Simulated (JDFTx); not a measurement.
# BiTe (Fm-3m) in JDFTx: reference runs

Reference runs on BiTe: the cell as given and a disturbed copy.

Program: JDFTx 1.7.0 (patched build). These are calculated values, not measurements. Logs are shortened: lines on timing, memory, paths and dates and some standing lists are left out, and cuts for length are marked. The log counts tension as positive stress, the text compression.

## Step 1: The crystal as given

It takes space group Fm-3m (No. 225, cubic). The conventional cell has a = 6.470 Å, b = 6.470 Å, c = 6.470 Å, α = 90.00°, β = 90.00°, γ = 90.00°. Around Bi (site symmetry m-3m) lie 6 Te at 3.23 Å. Te (site symmetry m-3m) has 6 Bi at 3.23 Å as nearest neighbours.

## Step 2: Single point, PBE

Contents of BiTe.in:

```
lattice \
    0.0000000000     6.1132640132     6.1132640132 \
    6.1132640132     0.0000000000     6.1132640132 \
    6.1132640132     6.1132640132     0.0000000000
coords-type Lattice
ion Bi     0.0000000000     0.0000000000     0.0000000000 1
ion Te     0.5000000000     0.5000000000     0.5000000000 1

ion-species pseudo/Bi.upf
ion-species pseudo/Te.upf
elec-cutoff 40 320
elec-ex-corr gga-PBE
kpoint-folding 7 7 7
elec-smearing Fermi 0.0018374661
elec-n-bands 22
electronic-SCF nIterations 100 energyDiffThreshold 1e-09
electronic-minimize nIterations 30 energyDiffThreshold 1e-7
converge-empty-states yes
forces-output-coords Cartesian

dump-name run.$VAR
dump End Ecomponents EigStats BandEigs Kpoints Forces Stress
```

Potentials or basis: PseudoDojo-SR-PBE-0.4.1-standard with smoothed tails.

Started as:

```console
$ jdftx -c 1 -i BiTe.in -o BiTe.out
```

What it wrote:

```text
*************** JDFTx 1.7.0 (patched build) ***************

Input parsed successfully to the following command list (including defaults):
[... the input with its defaults ...]

---------- Setting up symmetries ----------

Found 48 point-group symmetries of the bravais lattice
Found 48 space-group symmetries with basis
Applied RMS atom displacement 0 bohrs to make symmetries exact.

---------- Initializing the Grid ----------
R =
[            0      6.11326      6.11326  ]
[      6.11326            0      6.11326  ]
[      6.11326      6.11326            0  ]
unit cell volume = 456.93
G =
[  -0.513898   0.513898   0.513898  ]
[   0.513898  -0.513898   0.513898  ]
[   0.513898   0.513898  -0.513898  ]
Minimum fftbox size, Smin = [  72  72  72  ]
Chosen fftbox size, S = [  72  72  72  ]

---------- Initializing tighter grid for wavefunction operations ----------
R =
[            0      6.11326      6.11326  ]
[      6.11326            0      6.11326  ]
[      6.11326      6.11326            0  ]
unit cell volume = 456.93
G =
[  -0.513898   0.513898   0.513898  ]
[   0.513898  -0.513898   0.513898  ]
[   0.513898   0.513898  -0.513898  ]
Minimum fftbox size, Smin = [  52  52  52  ]
Chosen fftbox size, S = [  54  54  54  ]

---------- Exchange Correlation functional ----------
Initalized PBE GGA exchange.
Initalized PBE GGA correlation.

---------- Setting up pseudopotentials ----------
Width of ionic core gaussian charges (only for fluid interactions / plotting) set to 0

Reading pseudopotential file 'pseudo/Bi.upf':
  'Bi' pseudopotential, 'PBE' functional
  Generated using ONCVPSP code by D. R. Hamann
  15 valence electrons, 3 orbitals, 6 projectors, 1001 radial grid points, with lMax = 2
    5D    l: 2   occupation: 10.0   eigenvalue: -0.995255
    6S    l: 0   occupation:  2.0   eigenvalue: -0.532019
    6P    l: 1   occupation:  3.0   eigenvalue: -0.167981
  Core radius for overlap checks: 2.36 bohrs.

Reading pseudopotential file 'pseudo/Te.upf':
  'Te' pseudopotential, 'PBE' functional
  Generated using ONCVPSP code by D. R. Hamann
  16 valence electrons, 3 orbitals, 6 projectors, 1001 radial grid points, with lMax = 2
    4D    l: 2   occupation: 10.0   eigenvalue: -1.530718
    5S    l: 0   occupation:  2.0   eigenvalue: -0.555231
    5P    l: 1   occupation:  4.0   eigenvalue: -0.218780
  Core radius for overlap checks: 2.04 bohrs.

Initialized 2 species with 2 total atoms.

Folded 1 k-points by 7x7x7 to 343 k-points.

---------- Setting up k-points, bands, fillings ----------
Reduced to 20 k-points under symmetry.
Computing the number of bands and number of electrons
Calculating initial fillings.
nElectrons:  31.000000   nBands: 22   nStates: 20

----- Setting up reduced wavefunction bases (one per k-point) -----
average nbasis = 5522.650 , ideal nbasis = 5521.199

---------- Setting up ewald sum ----------
Optimum gaussian width for ewald sums = 2.776539 bohr.
Real space sum over 1331 unit cells with max indices [  5  5  5  ]
Reciprocal space sum over 2197 terms with max indices [  6  6  6  ]

---------- Allocating electronic variables ----------
Initializing wave functions:  linear combination of atomic orbitals
Note: number of bands (22) exceeds available atomic orbitals (18)
Bi pseudo-atom occupations:   s ( 2 )  p ( 3 )  d ( 10 )
Te pseudo-atom occupations:   s ( 2 )  p ( 4 )  d ( 10 )
	FillingsUpdate:  mu: +0.380782390  nElectrons: 31.000000
LCAOMinimize: Iter:   0  F: -164.6633286069680082  |grad|_K:  1.043e-03  alpha:  1.000e+00
	FillingsUpdate:  mu: +0.382649578  nElectrons: 31.000000
LCAOMinimize: Iter:   1  F: -164.6655490983231402  |grad|_K:  4.354e-05  alpha:  3.964e-01  linmin: -1.730e-01  cgtest:  9.503e-01
LCAOMinimize: Encountered beta<0, resetting CG.
[... 4 lines of inner loops ...]
	FillingsUpdate:  mu: +0.382717266  nElectrons: 31.000000
LCAOMinimize: Iter:   4  F: -164.6655532531133019  |grad|_K:  2.075e-08  alpha:  9.773e-01  linmin: -5.496e-03  cgtest:  1.132e-01
LCAOMinimize: Encountered beta<0, resetting CG.
LCAOMinimize: Converged (|Delta F|<1.000000e-06 for 2 iters).

-------- Electronic minimization -----------
Will mix electronic density at each iteration.
	FillingsUpdate:  mu: +0.382717266  nElectrons: 31.000000
	FillingsUpdate:  mu: +0.371339886  nElectrons: 31.000000
SCF: Cycle:  0   F: -164.702538117135504   dF: -3.698e-02   |Residual|: 2.238e-02   |deigs|: 1.071e-01
	FillingsUpdate:  mu: +0.370682248  nElectrons: 31.000000
SCF: Cycle:  1   F: -164.703076208170444   dF: -5.381e-04   |Residual|: 1.296e-02   |deigs|: 6.388e-03
	FillingsUpdate:  mu: +0.370146003  nElectrons: 31.000000
SCF: Cycle:  2   F: -164.703134622707239   dF: -5.841e-05   |Residual|: 2.821e-03   |deigs|: 3.061e-03
	FillingsUpdate:  mu: +0.370211508  nElectrons: 31.000000
SCF: Cycle:  3   F: -164.703139979508506   dF: -5.357e-06   |Residual|: 8.818e-04   |deigs|: 5.810e-04
	FillingsUpdate:  mu: +0.370249877  nElectrons: 31.000000
SCF: Cycle:  4   F: -164.703140693382551   dF: -7.139e-07   |Residual|: 2.747e-04   |deigs|: 9.472e-05
	FillingsUpdate:  mu: +0.370276708  nElectrons: 31.000000
SCF: Cycle:  5   F: -164.703140859118719   dF: -1.657e-07   |Residual|: 1.499e-04   |deigs|: 5.894e-05
	FillingsUpdate:  mu: +0.370296451  nElectrons: 31.000000
SCF: Cycle:  6   F: -164.703140904024849   dF: -4.491e-08   |Residual|: 2.997e-05   |deigs|: 5.657e-05
	FillingsUpdate:  mu: +0.370297632  nElectrons: 31.000000
SCF: Cycle:  7   F: -164.703140913311557   dF: -9.287e-09   |Residual|: 8.589e-06   |deigs|: 6.123e-05
	FillingsUpdate:  mu: +0.370297589  nElectrons: 31.000000
SCF: Cycle:  8   F: -164.703140916152250   dF: -2.841e-09   |Residual|: 3.775e-06   |deigs|: 6.933e-05
	FillingsUpdate:  mu: +0.370297640  nElectrons: 31.000000
SCF: Cycle:  9   F: -164.703140916660345   dF: -5.081e-10   |Residual|: 9.146e-07   |deigs|: 5.915e-05
	FillingsUpdate:  mu: +0.370297610  nElectrons: 31.000000
SCF: Cycle: 10   F: -164.703140916881495   dF: -2.211e-10   |Residual|: 1.129e-06   |deigs|: 2.552e-04
SCF: Converged (|Delta E|<1.000000e-09 for 2 iters).

Setting wave functions to eigenvectors of Hamiltonian
Converging empty states (this may take a while):
EmptyStates: None of the convergence criteria satisfied.
|deigs|: 1.723e-04

# Stress tensor in Cartesian coordinates [Eh/a0^3]:
[ -3.27637e-05            0            0  ]
[            0 -3.27637e-05            0  ]
[            0            0 -3.27637e-05  ]

# Ionic positions in lattice coordinates:
ion Bi   0.000000000000000   0.000000000000000   0.000000000000000 1
ion Te   0.500000000000000   0.500000000000000   0.500000000000000 1

# Forces in Cartesian coordinates:
force Bi   0.000000000000000  -0.000000000000000  -0.000000000000000 1
force Te   0.000000000000000  -0.000000000000000   0.000000000000000 1

# Energy components:
   Eewald =     -111.5766649568972184
       EH =       43.4864503743505040
     Eloc =     -123.8594732157147007
      Enl =      -44.7963036987884280
      Exc =      -46.2794949879536333
 Exc_core =       22.2113143184399604
       KE =       96.1118031156850776
-------------------------------------
     Etot =     -164.7023690508784171
       TS =        0.0007718660030877
-------------------------------------
        F =     -164.7031409168814946

IonicMinimize: Iter:   0  F: -164.703140916881495  |grad|_K:        nan
IonicMinimize: None of the convergence criteria satisfied after 0 iterations.

#--- Lowdin population analysis ---
# oxidation-state Bi +0.123
# oxidation-state Te -0.060

Dumping 'run.eigStats' ...
	eMin: -1.001153 at state 14 ( [ +0.000000 +0.428571 +0.428571 ] spin 0 )
	HOMO: +0.370240 at state 7 ( [ +0.000000 +0.142857 -0.428571 ] spin 0 )
	mu  : +0.370298
	LUMO: +0.371467 at state 4 ( [ +0.000000 +0.142857 +0.142857 ] spin 0 )
	eMax: +0.758301 at state 14 ( [ +0.000000 +0.428571 +0.428571 ] spin 0 )
	HOMO-LUMO gap: +0.001227
	Optical gap  : +0.053133 at state 7 ( [ +0.000000 +0.142857 -0.428571 ] spin 0 )
WARNING: the last solve of the electrons (or of bands or displaced states from it) ended unconverged.
Done!
```

Run time: 2.2 min. Hardware: 1 thread of Arm Neoverse V1, shared host; peak memory 0.19 GiB.

What came out:

| Quantity | Value |
| --- | --- |
| Free energy | -4481.8008 eV |
| Pressure | 1.0 GPa |
| Band gap on the k mesh | none (metal or under the smearing width) |

Caveat: the empty levels aren't tightly converged; spin-orbit coupling is left out, which moves the levels of the heavy elements.

## Step 3: Single point, PBE (atoms moved at random, drawn with an rms of 0.05 Å)

BiTe.in: that of step 2 with these lines changed.

```diff
@@ -5,4 +5,4 @@
 coords-type Lattice
-ion Bi     0.0000000000     0.0000000000     0.0000000000 1
-ion Te     0.5000000000     0.5000000000     0.5000000000 1
+ion Bi    -0.0170560000    -0.0088040000     0.0238150000 1
+ion Te     0.4961140000     0.4922550000     0.5021870000 1
```

Potentials or basis: PseudoDojo-SR-PBE-0.4.1-standard with smoothed tails.

Started as:

```console
$ jdftx -c 1 -i BiTe.in -o BiTe.out
```

It took 18 min on 1 thread of Arm Neoverse V1, shared host; peak memory 0.91 GiB.

Results (log left out):

- Free energy: -4481.7901 eV
- Pressure: 1.1 GPa
- Largest force: 0.248 eV/Å
- Band gap on the k mesh: none (metal or under the smearing width)

Forces in eV/Å, atoms in the order of the input:
```
Bi  -0.194 -0.078  0.133
Te   0.195  0.078 -0.133
```

Stress tensor (GPa, compression positive):
```
 1.14 -0.06  0.10
-0.06  1.06  0.04
 0.10  0.04  1.09
```

Levels at points of the mesh, in eV from the Fermi level:
| k point | band 13 | band 14 | band 15 | band 16 | band 17 | band 18 |
| --- | --- | --- | --- | --- | --- | --- |
| (0.00, 0.00, 0.00) | -2.60 | -2.58 | -2.57 | 2.09 | 2.11 | 2.13 |

Caveat: spin-orbit coupling is left out, which moves the levels of the heavy elements.
